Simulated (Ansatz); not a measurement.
**SiGeH2 (singlet): from Hartree-Fock to the top rungs at a displaced geometry (v1), cc-pVDZ**

The task here is to estimate one member of a computed series from the others.

The runs use Ansatz 0.2.0, Gaussian basis; cc-pVDZ, core rule «outside noble gas», up to 19 orbitals frozen.

To be run: UHF; CCSD(T) on RHF; CCSD(T) on UHF; BCCD(T) on RHF; CISD; CCSDT(Q) on RHF; CCSDT(Q) on UHF; CASSCF and MRCISD+Q, 10 electrons in 10 orbitals; CASSCF and NEVPT2, 10 electrons in 10 orbitals.

15 further runs of the same task are left out: 3 that didn't finish, 12 set aside as unsound or not needed.

## The geometry

The geometry is a PBE0/def2-TZVP stationary point (not a proven minimum) with its atoms shifted at random (size 0.040 Å). No spin-orbit coupling is included. The filled d shell of Ge may be among the frozen orbitals whatever the setting's name suggests; the logs give the count.

4 atoms, charge 0, spin multiplicity 1.

Atoms are counted from 1 here; the program's logs count them from 0.

Bond lengths: Si1–Ge2 2.266 Å, Si1–H3 1.496 Å, Si1–H4 1.493 Å. Angles: Ge2–Si1–H3 121.8°, Ge2–Si1–H4 122.4°, H3–Si1–H4 115.7°.

The first run:

File in.yaml:

```yaml
crystal:
  periodic: [false, false, false]
  atoms:
    - {symbol: Si, position_ang: [0.000673, 0.011182, 1.586497]}
    - {symbol: Ge, position_ang: [-0.000161, -0.004960, -0.679489]}
    - {symbol: H, position_ang: [0.047803, 1.287393, 2.366447]}
    - {symbol: H, position_ang: [-0.054973, -1.241507, 2.396249]}
basis:
  gaussian: {orbitals: cc-pVDZ}
magnetization: {spin_polarized: true, initial_magnetization: 0}
hamiltonian: {xc: hf}
output: {orbitals: {seedname: orbitals}}
```

The run is started by

```sh
$ ansatz run in.yaml --threads 1 --pin off --events-out ev --progress --plain --max-ram 2393MiB
```

Among the steps run: UHF; CCSD(T) on RHF; CCSD(T) on UHF; BCCD(T) on RHF; CISD; CCSDT(Q) on RHF; CCSDT(Q) on UHF; CASSCF and MRCISD+Q, 10 electrons in 10 orbitals; CASSCF and NEVPT2, 10 electrons in 10 orbitals.

One of the session's tables, all rows but one given; the rest of the session is left out.

```
          method  from RCCSDT(Q) (meV)
             RHF                     ?
             UHF               +5676.5
            RMP2               +1318.4
            CISD                +807.4
           RCCSD                +284.6
        RCCSD(T)                 +54.4
         BCCD(T)                 +54.0
          RCCSDT                 +18.2
       RCCSDT(Q)                     0
  CASSCF valence               +3414.6
  NEVPT2 valence                +946.4
  MRCISD valence                +262.8
MRCISD+Q valence                 +28.5
```

Estimate the missing values for RHF.

As computed: from RCCSDT(Q) (meV): +5851.0. In the column «from RCCSDT(Q) (meV)» it is the highest.

Not comparable, so not listed: CCSD(T) on UHF; CCSDT(Q) on UHF (they don't share determinant, frozen orbitals or solution with the rows shown, or repeat one).

Caveats from the session: The determinant is far from a pure spin state, so its energy mixes those of several spin states (harmless only where they are near-degenerate, as at dissociation). Warnings: restricted reference is unstable; spin contamination.
